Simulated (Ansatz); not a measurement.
# C2H7GaO2: small, medium and large basis sets

The task here is to estimate one member of a computed series from the others.

Computed with Ansatz 0.2.0, Gaussian basis. Level: one geometry, several basis sets.

Levels to be run: PBE0-D4/def2-SVP; ωB97M-V/def2-SVP; PBE0-D4/def2-QZVPP; ωB97M-V/def2-QZVPP; the functionals' def2-TZVPP values are taken from earlier runs.

### The relaxed structure

The geometry comes from an earlier relaxation with PBE0-D4 in a triple-zeta def2 set; it is a stationary point, not always the lowest conformer.

12 atoms, charge 0, spin multiplicity 1.

Atoms are counted from 1 here; the program's logs count them from 0.

Bond lengths: C1–O2 1.409 Å, C1–H6 1.095 Å, C1–H7 1.095 Å, C1–H8 1.095 Å, O2–Ga3 1.770 Å, Ga3–O4 1.781 Å, Ga3–H9 1.546 Å, O4–C5 1.403 Å, C5–H10 1.099 Å, C5–H11 1.096 Å, C5–H12 1.096 Å. Angles: O2–C1–H6 109.6°, O2–C1–H7 113.0°, O2–C1–H8 109.6°, H6–C1–H7 108.3°, H6–C1–H8 108.0°, H7–C1–H8 108.3°, C1–O2–Ga3 123.0°, O2–Ga3–O4 113.1°, O2–Ga3–H9 122.6°, O4–Ga3–H9 124.3°, Ga3–O4–C5 123.7°, O4–C5–H10 113.4°, O4–C5–H11 110.0°, O4–C5–H12 110.0°, H10–C5–H11 107.7°, H10–C5–H12 107.7°, H11–C5–H12 107.9°.

Set-up of the first run:

in.yaml

```yaml
crystal:
  periodic: [false, false, false]
  atoms:
    - {symbol: C, position_ang: [-1.954156, 0.894803, 1.076992]}
    - {symbol: O, position_ang: [-0.902718, 0.262327, 1.769465]}
    - {symbol: Ga, position_ang: [0.528218, -0.391176, 0.958810]}
    - {symbol: O, position_ang: [0.495929, -0.163637, -0.807146]}
    - {symbol: C, position_ang: [1.517031, -0.595321, -1.667206]}
    - {symbol: H, position_ang: [-2.075922, 1.917733, 1.449362]}
    - {symbol: H, position_ang: [-1.788563, 0.940664, -0.004809]}
    - {symbol: H, position_ang: [-2.890228, 0.355607, 1.258424]}
    - {symbol: H, position_ang: [1.677090, -1.084765, 1.726644]}
    - {symbol: H, position_ang: [2.344781, -1.095963, -1.145846]}
    - {symbol: H, position_ang: [1.113577, -1.299310, -2.403484]}
    - {symbol: H, position_ang: [1.934950, 0.259037, -2.211217]}
basis:
  gaussian: {orbitals: def2-SVP}
hamiltonian: {xc: pbe0, dispersion: d4}
output: {orbitals: {seedname: orbitals}}
```

Started as:

```bash
$ ansatz run in.yaml --threads 4 --pin off --events-out ev --progress --plain --max-ram 10444MiB
```

Among the steps run: PBE0-D4 in def2-SVP; ωB97M-V in def2-SVP; PBE0-D4 in def2-QZVPP; ωB97M-V in def2-QZVPP.

One of the session's tables, all rows but one given; the rest of the session is left out.

```
functional       basis  HOMO (eV)
   PBE0-D4    def2-SVP      -7.50
   PBE0-D4  def2-TZVPP      -7.63
   PBE0-D4  def2-QZVPP      -7.67
   ωB97M-V    def2-SVP      -9.87
   ωB97M-V  def2-TZVPP          ?
   ωB97M-V  def2-QZVPP     -10.07
```

**Question.** Estimate the row for ωB97M-V, def2-TZVPP.

As computed: HOMO (eV): -10.03. In the column «HOMO (eV)» it lies between ωB97M-V, def2-QZVPP (-10.07) and ωB97M-V, def2-SVP (-9.87).
